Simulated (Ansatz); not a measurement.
# Cu5Sb2S8: the cost of one run

Program: Ansatz 0.2.0. Level of theory: DFT LDA, plane waves, PAW, scalar-relativistic, no spin polarisation. These are calculated values, not measurements.

**1. Starting point**

The cell holds 15 atoms (Cu5S8Sb2): a = 5.434 Å, b = 5.434 Å, c = 10.868 Å, α = 90.00°, β = 90.00°, γ = 90.00°.

Coordinates:

```xyz
15
Lattice="5.4338 0.0000 0.0000 0.0000 5.4338 0.0000 0.0000 0.0000 10.8676" Properties=species:S:1:pos:R:3 pbc="T T T"
Cu    0.0000    2.7169    2.7169
Cu    2.7169    0.0000    2.7169
Cu    0.0000    0.0000    5.4338
Sb    0.0000    0.0000    0.0000
S     1.3584    1.3584    1.3584
S     4.0754    1.3584    4.0754
S     1.3584    1.3584    6.7922
S     1.3584    4.0754    4.0754
Cu    0.0000    2.7169    8.1507
Cu    2.7169    2.7169    0.0000
Sb    2.7169    2.7169    5.4338
S     4.0754    4.0754    6.7922
S     1.3584    4.0754    9.5091
S     4.0754    4.0754    1.3584
S     4.0754    1.3584    9.5091
```

**2. Run 1**

130 steps of 2 fs at constant energy, with velocities drawn for 1800 K.

The input, input.yaml:

```yaml
accuracy: low
crystal:
  lattice:
    - [5.4338, 0.0, 0.0]
    - [0.0, 5.4338, 0.0]
    - [0.0, 0.0, 10.8676]
  atoms:
    - { symbol: Cu, position: [0.0, 0.5, 0.25] }
    - { symbol: Cu, position: [0.5, 0.0, 0.25] }
    - { symbol: Cu, position: [0.0, 0.0, 0.5] }
    - { symbol: Sb, position: [0.0, 0.0, 0.0] }
    - { symbol: S, position: [0.25, 0.25, 0.125] }
    - { symbol: S, position: [0.75, 0.25, 0.375] }
    - { symbol: S, position: [0.25, 0.25, 0.625] }
    - { symbol: S, position: [0.25, 0.75, 0.375] }
    - { symbol: Cu, position: [0.0, 0.5, 0.75] }
    - { symbol: Cu, position: [0.5, 0.5, 0.0] }
    - { symbol: Sb, position: [0.5, 0.5, 0.5] }
    - { symbol: S, position: [0.75, 0.75, 0.625] }
    - { symbol: S, position: [0.25, 0.75, 0.875] }
    - { symbol: S, position: [0.75, 0.75, 0.125] }
    - { symbol: S, position: [0.75, 0.25, 0.875] }
total_charge: -1
basis:
  ecutwfc: 420.0
kpoints:
  mp_grid: { grid: [2, 2, 1] }
hamiltonian:
  xc: lda
scf:
  occupations: { method: fermi_dirac, width: 0.05 }
  lower_state_search: "off"
md:
  timestep: 2
  n_steps: 130
  ensemble: nve
  temperature: 1800.0
  initial_velocities: maxwell_boltzmann
  seed: 671576
```

On the command line:

```sh
$ ansatz run input.yaml --threads 1 --pin off --max-ram 3072MiB --backend cpu --events-out ev --progress --plain --runs-dir out
```

**Question.** How long does this run take on 1 thread of Arm Neoverse N1, shared host, and how much memory does it need?

About 22 min, with a peak of 0.67 GiB.
